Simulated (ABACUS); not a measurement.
HfIn4SiO6 in ABACUS: the effect of functional

HfIn4SiO6:

```
Hf In Si O
1.0
     5.31238    0.00000    0.00000
    -2.65620    4.60066    0.00000
     0.00000    0.00000   10.62898
Hf In Si O
1 4 1 6
Direct
  0.66667 0.33333 0.00000
  0.00000 0.00000 0.30446
  0.00000 0.00000 0.69554
  0.33333 0.66667 0.78919
  0.33333 0.66667 0.21081
  0.00000 0.00000 0.00000
  0.97300 0.70496 0.89972
  0.29504 0.02700 0.10028
  0.29504 0.26804 0.89972
  0.73196 0.70496 0.10028
  0.73196 0.02700 0.89972
  0.97300 0.26804 0.10028
```

The cell was built by a generator and needn't be a form met in nature.

The cell isn't the ideal one: volume scaled by 1.02.

Alike in all runs:

* Program: ABACUS 3.10.1
* Task: equation of state
* Potentials or basis: SG15 ONCV 1.2 PBE
* Cutoff: 1361 eV
* Density cutoff: 5442 eV
* Basis: DZP LCAO (the cutoffs set its grid)
* k mesh: 4 × 4 × 2
* Occupations: fermi-dirac, width 0.05 eV
* Spin: no spin polarisation

```tsv
functional	gap on the mesh (eV)	pressure (GPa)	largest force (eV/Å)
LDA	0.46	-4.6	0.62
PBE	?	?	?
PBEsol	0.44	-2.4	0.41
WC	0.47	-2.4	0.39
SOGGA	0.41	-2.7	0.42
SCAN	0.68	-3.9	0.59
```

Problem. What does the run with functional PBE give?

Solution. gap on the mesh 0.48 eV; pressure 0.1 GPa; largest force 0.30 eV/Å.

Caveats: the atomic orbitals were generated for these runs and aren't a published set; spin-orbit coupling is left out, which moves the levels of the heavy elements; the basis of atomic orbitals isn't converged, which shifts pressures, moduli and gaps; the potentials were made for another functional, which shifts forces and pressure (some runs).

A k mesh can miss the band edges.
